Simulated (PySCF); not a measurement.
**C2H8GeSi (SMILES C=C[SiH2][GeH3]): levels of theory compared**

Wanted: a comparison of 6 runs (HF/STO-3G, BP86/6-31G**, PBE0/6-31G**, PBE0/def2-SVP, SVWN5/6-31G**, CCSD(T)/6-31G) of C2H8GeSi. Input form: a Python script.

Program for the calculation: PySCF 2.14.0.

## Step 1: The molecule

The species is C2H8GeSi (12 atoms), meant as a singlet with charge 0. As SMILES, `C=C[SiH2][GeH3]`. Geometry: relaxed at PBE0-D4/def2-TZVP. This is one conformer, not always the lowest.

Bond lengths: C1–C2 1.330 Å, C2–Si3 1.860 Å, Si3–Ge4 2.382 Å, C1–H5 1.086 Å, C1–H6 1.086 Å, C2–H7 1.089 Å, Si3–H8 1.489 Å, Si3–H9 1.490 Å, Ge4–H10 1.540 Å, Ge4–H11 1.539 Å, Ge4–H12 1.539 Å. Some angles: C1–C2–Si3 123.3°, C2–Si3–Ge4 110.6°, C1–C2–H7 118.2°, Si3–C2–H7 118.5°, C2–C1–H5 122.1°, C2–C1–H6 121.7°, C2–Si3–H8 108.9°, C2–Si3–H9 110.6°, Ge4–Si3–H8 109.7°, Ge4–Si3–H9 108.2°.

## Step 2: Energy and forces at HF/STO-3G (run 1)

Input file input.py:

```python
import pyscf.grad
from pyscf import gto

mol = gto.M(
    atom='''
C     -1.987300     1.172600     0.557300
C     -0.749100     0.806000     0.877500
Si    -0.019600    -0.841600     0.415700
Ge     1.769300    -0.561700    -1.132400
H     -2.386900     2.148300     0.819400
H     -2.658300     0.509600     0.018200
H     -0.125000     1.516900     1.417400
H     -1.083500    -1.684600    -0.195400
H      0.513600    -1.535900     1.621000
H      2.851100     0.363900    -0.546400
H      2.430900    -1.909000    -1.472500
H      1.262700     0.070300    -2.440700
''',
    verbose=3,
    spin=0,
    charge=0,
    max_memory=1860,
    basis='sto-3g',
)

mf = mol.RHF()
mf.conv_tol = 1e-10
mf.kernel()
if not mf.converged:
    mf = mf.newton().run(mf.mo_coeff, mf.mo_occ)

energy = mf.e_tot
print('Final energy', energy)
grad = mf.Gradients().kernel()
dip = mf.dip_moment()
pop, q = mf.mulliken_pop()
```

The run is started by

```sh
$ OMP_NUM_THREADS=1 python input.py
```

Standard output:

```text
converged SCF energy = -2416.81048609438
Final energy -2416.8104860943813
--------------- RHF gradients ---------------
         x                y                z
0 C    -0.0303077591     0.0074205462    -0.0087860855
1 C     0.0274543916    -0.0053744113     0.0066010259
2 Si    -0.0069460043     0.0281308615     0.0021534306
3 Ge    -0.0183267789    -0.0040873982     0.0158545917
4 H     0.0007994264     0.0033200265     0.0015480586
5 H    -0.0003769294    -0.0039433498    -0.0016227229
6 H     0.0032335690     0.0031292934     0.0024025791
7 H    -0.0229782039    -0.0187044927    -0.0153848152
8 H     0.0143238446    -0.0159101729     0.0253357326
9 H     0.0289873495     0.0250153119     0.0159441278
10 H     0.0181209523    -0.0361677607    -0.0092031034
11 H    -0.0139838579     0.0171715462    -0.0348428193
----------------------------------------------
Dipole moment(X, Y, Z, Debye): -0.09378, -0.08910,  0.19808
 ** Mulliken pop  **
pop of  0 C 1s            1.99297
pop of  0 C 2s            1.15939
pop of  0 C 2px           0.98457
pop of  0 C 2py           0.99037
pop of  0 C 2pz           1.00344
pop of  1 C 1s            1.99313
pop of  1 C 2s            1.22709
pop of  1 C 2px           0.98674
pop of  1 C 2py           1.05401
pop of  1 C 2pz           0.98452
pop of  2 Si 1s           1.99961
pop of  2 Si 2s           1.98727
pop of  2 Si 3s           1.23016
pop of  2 Si 2px          1.96441
pop of  2 Si 2py          1.96386
pop of  2 Si 2pz          1.96464
pop of  2 Si 3px          0.78828
pop of  2 Si 3py          0.72324
pop of  2 Si 3pz          0.79050
pop of  3 Ge 1s           1.99998
pop of  3 Ge 2s           1.99882
pop of  3 Ge 3s           1.99761
pop of  3 Ge 4s           1.27028
pop of  3 Ge 2px          1.99959
pop of  3 Ge 2py          1.99958
pop of  3 Ge 2pz          1.99959
pop of  3 Ge 3px          1.98115
pop of  3 Ge 3py          1.98093
pop of  3 Ge 3pz          1.98111
pop of  3 Ge 4px          0.86510
pop of  3 Ge 4py          0.81872
pop of  3 Ge 4pz          0.85361
pop of  3 Ge 3dxy         1.98023
pop of  3 Ge 3dyz         1.98764
pop of  3 Ge 3dz^2        1.98811
pop of  3 Ge 3dxz         1.98548
pop of  3 Ge 3dx2-y2      1.99306
pop of  4 H 1s            0.94479
pop of  5 H 1s            0.94850
pop of  6 H 1s            0.95179
pop of  7 H 1s            1.15540
pop of  8 H 1s            1.15493
pop of  9 H 1s            1.12606
pop of  10 H 1s           1.12455
pop of  11 H 1s           1.12518
 ** Mulliken atomic charges  **
charge of    0C =     -0.13074
charge of    1C =     -0.24549
charge of    2Si =      0.58803
charge of    3Ge =      0.31941
charge of    4H =      0.05521
charge of    5H =      0.05150
charge of    6H =      0.04821
charge of    7H =     -0.15540
charge of    8H =     -0.15493
charge of    9H =     -0.12606
charge of   10H =     -0.12455
charge of   11H =     -0.12518
```

Wall time 11 s (1 thread of AMD EPYC (Zen 3), shared host); peak memory 0.12 GiB.

## Step 3: Energy and forces at BP86/6-31G(d,p) (spherical functions) (run 2)

Input file run.py:

```python
# C=C[SiH2][GeH3]
from pyscf import gto, dft

molecule = gto.Mole()
molecule.atom = '''
C     -3.755453     2.215893     1.053144
C     -1.415594     1.523119     1.658235
Si    -0.037039    -1.590394     0.785559
Ge     3.343492    -1.061459    -2.139926
H     -4.510587     4.059699     1.548442
H     -5.023459     0.963004     0.034393
H     -0.236216     2.866526     2.678498
H     -2.047518    -3.183433    -0.369252
H      0.970563    -2.902430     3.063246
H      5.387798     0.687671    -1.032546
H      4.593735    -3.607487    -2.782622
H      2.386157     0.132848    -4.612255
'''
molecule.basis = '6-31g**'
molecule.verbose = 4
molecule.max_memory = 1860
molecule.unit = 'bohr'
molecule.build()

calc0 = dft.RKS(molecule, xc='bp86')
calc0.grids.level = 5
calc0.conv_tol = 1e-10
calc0.kernel()
if not calc0.converged:
    calc0 = calc0.newton().run(calc0.mo_coeff, calc0.mo_occ)

e_final = calc0.e_tot
print('Final energy', e_final)
grad = calc0.nuc_grad_method().kernel()
dip = calc0.dip_moment()
pop, q = calc0.mulliken_pop()
```

The run is started by

```sh
$ OMP_NUM_THREADS=1 python run.py
```

Standard output:

```text
PySCF version 2.14.0

[... 83 lines left out ...]
converged SCF energy = -2447.48229716572
Final energy -2447.482297165717
[... 12 lines left out ...]
Dipole moment(X, Y, Z, Debye): -0.61481,  0.60249,  0.31407
[... 131 lines left out ...]
charge of   11H =      0.02902
```

Run time: 2.1 min. Hardware: 1 thread of AMD EPYC (Zen 3), shared host; peak memory 1.2 GiB.

## Step 4: Energy and gradient at PBE0/6-31G(d,p) (spherical functions) (run 3)

Input file job.py:

```python
from pyscf import gto, dft

molecule = gto.Mole()
molecule.atom = [
    ('C', (-1.987300, 1.172600, 0.557300)),
    ('C', (-0.749100, 0.806000, 0.877500)),
    ('Si', (-0.019600, -0.841600, 0.415700)),
    ('Ge', (1.769300, -0.561700, -1.132400)),
    ('H', (-2.386900, 2.148300, 0.819400)),
    ('H', (-2.658300, 0.509600, 0.018200)),
    ('H', (-0.125000, 1.516900, 1.417400)),
    ('H', (-1.083500, -1.684600, -0.195400)),
    ('H', (0.513600, -1.535900, 1.621000)),
    ('H', (2.851100, 0.363900, -0.546400)),
    ('H', (2.430900, -1.909000, -1.472500)),
    ('H', (1.262700, 0.070300, -2.440700)),
]
molecule.basis = '6-31g**'
molecule.max_memory = 1860
molecule.verbose = 4
molecule.charge = 0
molecule.build()

mf = dft.RKS(molecule, xc='pbe0')
mf.conv_tol = 1e-10
mf.grids.level = 5
mf.kernel()
if not mf.converged:
    mf = mf.newton().run(mf.mo_coeff, mf.mo_occ)

e_final = mf.e_tot
print('E = %.10f Eh' % e_final)
grad = mf.nuc_grad_method().kernel()
dip = mf.dip_moment()
pop, q = mf.mulliken_pop()
```

The run is started by

```sh
$ OMP_NUM_THREADS=1 python job.py
```

Standard output:

```text
PySCF version 2.14.0

[... 77 lines left out ...]
converged SCF energy = -2446.70312155237
[... 13 lines left out ...]
Dipole moment(X, Y, Z, Debye): -0.61995,  0.60399,  0.29174
[... 131 lines left out ...]
charge of   11H =      0.01581
```

It took 2.2 min on 1 thread of AMD EPYC (Zen 3), shared host; peak memory 1.2 GiB.

Runs 4 to 5 aren't shown in full; the table further down has their settings and results.

## Step 5: The energy at CCSD(T)/6-31G (run 6)

Input file run.py:

```python
from pyscf import gto, cc

mol = gto.M(
    atom=[
    ('C', (-1.987300, 1.172600, 0.557300)),
    ('C', (-0.749100, 0.806000, 0.877500)),
    ('Si', (-0.019600, -0.841600, 0.415700)),
    ('Ge', (1.769300, -0.561700, -1.132400)),
    ('H', (-2.386900, 2.148300, 0.819400)),
    ('H', (-2.658300, 0.509600, 0.018200)),
    ('H', (-0.125000, 1.516900, 1.417400)),
    ('H', (-1.083500, -1.684600, -0.195400)),
    ('H', (0.513600, -1.535900, 1.621000)),
    ('H', (2.851100, 0.363900, -0.546400)),
    ('H', (2.430900, -1.909000, -1.472500)),
    ('H', (1.262700, 0.070300, -2.440700)),
],
    verbose=4,
    max_memory=1860,
    basis='6-31g',
    charge=0,
)

mf = mol.RHF()
mf.conv_tol = 1e-10
mf.kernel()
if not mf.converged:
    mf = mf.newton().run(mf.mo_coeff, mf.mo_occ)

mycc = cc.CCSD(mf, frozen=16)
mycc.kernel()
e_t = mycc.ccsd_t()
etot = mycc.e_tot + e_t
print('E(%s) = %.9f' % ('CCSD(T)', etot))
mf.analyze()
```

The run is started by

```sh
$ OMP_NUM_THREADS=1 python run.py
```

Standard output:

```text
PySCF version 2.14.0

[... 93 lines left out ...]
CCSD converged
[... 15 lines left out ...]
MO #4   energy= -46.2216547027147  occ= 2
[... 9 lines left out ...]
MO #14  energy= -4.24725832539213  occ= 2
[... 9 lines left out ...]
MO #24  energy= -0.745843937859423 occ= 2
[... 9 lines left out ...]
MO #34  energy= 0.12425139790302   occ= 0
[... 9 lines left out ...]
MO #44  energy= 0.291750220295303  occ= 0
[... 9 lines left out ...]
MO #54  energy= 0.746250361575436  occ= 0
[... 9 lines left out ...]
MO #64  energy= 1.23993201747874   occ= 0
[... 9 lines left out ...]
MO #74  energy= 3.32222454796825   occ= 0
[... 89 lines left out ...]
Dipole moment(X, Y, Z, Debye): -0.63637,  0.59041,  0.25343
```

Run time: 27 s. Hardware: 1 thread of AMD EPYC (Zen 3), shared host; peak memory 0.28 GiB.

## Step 6: The series

| run | level | integration grid | task | energy (Eh) | dipole moment (D) of the reference | HOMO energy (eV) | LUMO energy (eV) | wall time |
| --- | --- | --- | --- | --- | --- | --- | --- | --- |
| 1 | HF/STO-3G | – | gradient | -2416.810486 | 0.24 | -7.95 | 8.31 | 11 s |
| 2 | BP86/6-31G** (spherical functions) | 5 | gradient | -2447.482297 | 0.92 | -6.43 | -1.32 | 2.1 min |
| 3 | PBE0/6-31G** (spherical functions) | 5 | gradient | -2446.703122 | 0.91 | -7.42 | -0.25 | 2.2 min |
| 4 | PBE0/def2-SVP | 5 | gradient | -2446.590739 | 0.88 | -7.58 | -0.49 | 2.2 min |
| 5 | SVWN5/6-31G** (spherical functions) | 5 | gradient | -2442.086510 | 0.89 | -6.43 | -1.41 | 98 s |
| 6 | CCSD(T)/6-31G | – | energy | -2444.710057 | 0.90 | -9.74 | 3.38 | 27 s |

## Step 7: Outcome

| quantity | value |
| --- | --- |
| run 6: total energy | -2444.71006 Eh |
| run 6: dipole moment (Hartree–Fock density) | 0.90 D |
| run 6: HOMO energy (Hartree–Fock orbitals) | -9.74 eV |
| run 6: LUMO energy (Hartree–Fock orbitals) | 3.38 eV |
| run 6: HOMO–LUMO gap (Hartree–Fock orbitals) | 13.13 eV |
| run 6: correlation energy (16 core orbitals frozen) | -493.1 mEh |
| run 6: (T) correction | -10.15 mEh |
| run 6: T1 diagnostic | 0.009 |

What this shows: Over runs 1, 2, 3, 4, 5 the dipole moment (its size) runs from 0.24 D (HF/STO-3G) to 0.92 D (BP86/6-31G**). The two ends differ in method and basis. Over runs 1, 2, 3, 4, 5 the HOMO–LUMO gap runs from 5.02 eV (SVWN5/6-31G**) to 16.25 eV (HF/STO-3G). Totals of different functionals can't be ranked against each other. In run 1 the basis is minimal, so the values are rough. All runs together took 8.8 min, the longest 2.2 min.
